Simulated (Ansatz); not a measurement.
Write a Python script for Ansatz 0.2.0 through its Python package that makes harmonic frequencies at the relaxed geometry of F2H5NSi2, SMILES N[SiH2][SiH](F)F. Level of theory (for the species named): PBE0, def2-SVP basis, multiplicity 1.

```xyz
10

N    -1.8277    0.5420    0.3574
Si   -0.6827   -0.6131   -0.1708
Si    1.5896    0.0316   -0.0928
F     1.7680    1.4466   -0.8319
F     2.5208   -1.0574   -0.8136
H    -1.6401    0.8290    1.3147
H    -1.7727    1.3812   -0.2162
H    -1.0759   -0.9428   -1.5618
H    -0.8951   -1.8020    0.6896
H     2.0158    0.1849    1.3254
```

Script `freq_f2h5nsi2.py`:
```python
"""Harmonic frequencies of F2H5NSi2 at its relaxed geometry."""

from dataclasses import dataclass
import warnings

import ansatz as az
from ase import Atoms
import numpy as np


@dataclass(frozen=True)
class RunConfig:
    basis: str = "def2-SVP"
    xc: str = "PBE0"


cfg = RunConfig()

warnings.simplefilter("ignore", az.DeckWarning)

atoms = Atoms(["N", "Si", "Si", "F", "F", "H", "H", "H", "H", "H"], positions=[
    [-1.8277, 0.542, 0.3574],
    [-0.6827, -0.6131, -0.1708],
    [1.5896, 0.0316, -0.0928],
    [1.768, 1.4466, -0.8319],
    [2.5208, -1.0574, -0.8136],
    [-1.6401, 0.829, 1.3147],
    [-1.7727, 1.3812, -0.2162],
    [-1.0759, -0.9428, -1.5618],
    [-0.8951, -1.802, 0.6896],
    [2.0158, 0.1849, 1.3254],
])
mol = az.Crystal.molecule_from_ase(atoms)

job = mol.calculation().basis(gaussian=cfg.basis).functional(cfg.xc)
symbols = [site.symbol for site in mol.cartesian_sites]
start = np.array([site.position_ang for site in mol.cartesian_sites], dtype=float)
def progress(event):
    if event["event"] == "relax_step":
        row = event["data"]
        print(f"step {row['step']:3d}  E = {row['lagrangian_ev']:.6f} eV  largest force component {row['allowed_force_max_ev_ang']:.4f} eV/A")


summary = job.relax(force_tolerance=0.003, max_steps=100).session().plan().execute(on_event=progress).report
end = np.array(summary["positions_ang"])

print("final positions (A) and the move of each atom")
for symbol, xyz, old in zip(symbols, end, start):
    print(f"{symbol:2s} {xyz[0]:10.5f} {xyz[1]:10.5f} {xyz[2]:10.5f}   {np.linalg.norm(xyz - old):7.4f}")

# same settings at the minimum
minimum = az.Crystal.molecule()
for symbol, place in zip(symbols, end):
    minimum = minimum.atom(symbol, place.tolist())
vibrating = (
    minimum.calculation()
    .basis(gaussian=cfg.basis)
    .functional(cfg.xc)
    .phonons(temperatures=(100, 500, 100))
)
vib = vibrating.run().report["vibrations"]
sums = vib["harmonic_sums"]
modes = [m["omega_inv_cm"] for m in sums["modes_at_gamma"] if m["rigid_motion"] == "no"]
print("frequencies (1/cm):", " ".join(f"{w:.0f}" for w in modes))
print("imaginary modes:", sum(w < 0 for w in modes), " zero-point energy:", round(sums["zero_point_energy_ev"], 4), "eV")
print("T (K)   F_vib (eV)   S_vib (meV/K)   C_vib (meV/K)")
for row in zip(sums["temperatures_k"], sums["vibrational_free_energy_ev"], vib["entropy_ev_per_k"], vib["heat_capacity_ev_per_k"]):
    print(f"{row[0]:6.1f} {row[1]:11.4f} {1000 * row[2]:13.4f} {1000 * row[3]:15.4f}")
```

Output of `python freq_f2h5nsi2.py`:
```text
step   1  E = -22739.847042 eV  largest force component 1.0132 eV/A
step   2  E = -22739.941650 eV  largest force component 0.3844 eV/A
step   3  E = -22739.970619 eV  largest force component 0.3575 eV/A
step   4  E = -22739.970067 eV  largest force component 0.7655 eV/A
step   5  E = -22739.987910 eV  largest force component 0.3871 eV/A
step   6  E = -22739.991906 eV  largest force component 0.0341 eV/A
step   7  E = -22739.992360 eV  largest force component 0.0181 eV/A
step   8  E = -22739.992735 eV  largest force component 0.0062 eV/A
step   9  E = -22739.992865 eV  largest force component 0.0157 eV/A
step  10  E = -22739.992879 eV  largest force component 0.0127 eV/A
step  11  E = -22739.992915 eV  largest force component 0.0016 eV/A
final positions (A) and the move of each atom
N    -1.76926    0.61108    0.38037    0.0934
Si   -0.68332   -0.61577   -0.18720    0.0166
Si    1.58410    0.00071   -0.06990    0.0388
F     1.78128    1.36057   -0.93906    0.1381
F     2.53286   -1.12654   -0.75202    0.0934
H    -1.87546    0.76432    1.37688    0.2519
H    -1.84461    1.48579   -0.12745    0.1549
H    -0.98504   -0.92056   -1.61885    0.1096
H    -0.87997   -1.83766    0.65100    0.0547
H     2.13942    0.27806    1.28622    0.1597
frequencies (1/cm): 43 79 145 173 213 309 384 425 493 694 796 822 836 838 891 908 918 949 1545 2224 2234 2245 3611 3710
imaginary modes: 0  zero-point energy: 1.5797 eV
T (K)   F_vib (eV)   S_vib (meV/K)   C_vib (meV/K)
 100.0      1.5673        0.2990          0.3585
 200.0      1.5202        0.6369          0.6436
 300.0      1.4407        0.9481          0.9012
 400.0      1.3313        1.2364          1.1029
 500.0      1.1943        1.4994          1.2528
```

Notes:
- Total energies depend on the basis set; only differences at equal settings carry meaning.
- The frequencies are harmonic and unscaled, in a modest basis. The result belongs to the one conformer reached from this start, and soft torsions count as harmonic oscillators.
- Run time: 2.9 min on 1 thread of Intel(R) Xeon(R) Platinum 8488C (Sapphire Rapids), on a shared host, peak memory 0.3 GiB.

(Lines on the test bed's own set-up are left out of the output.)
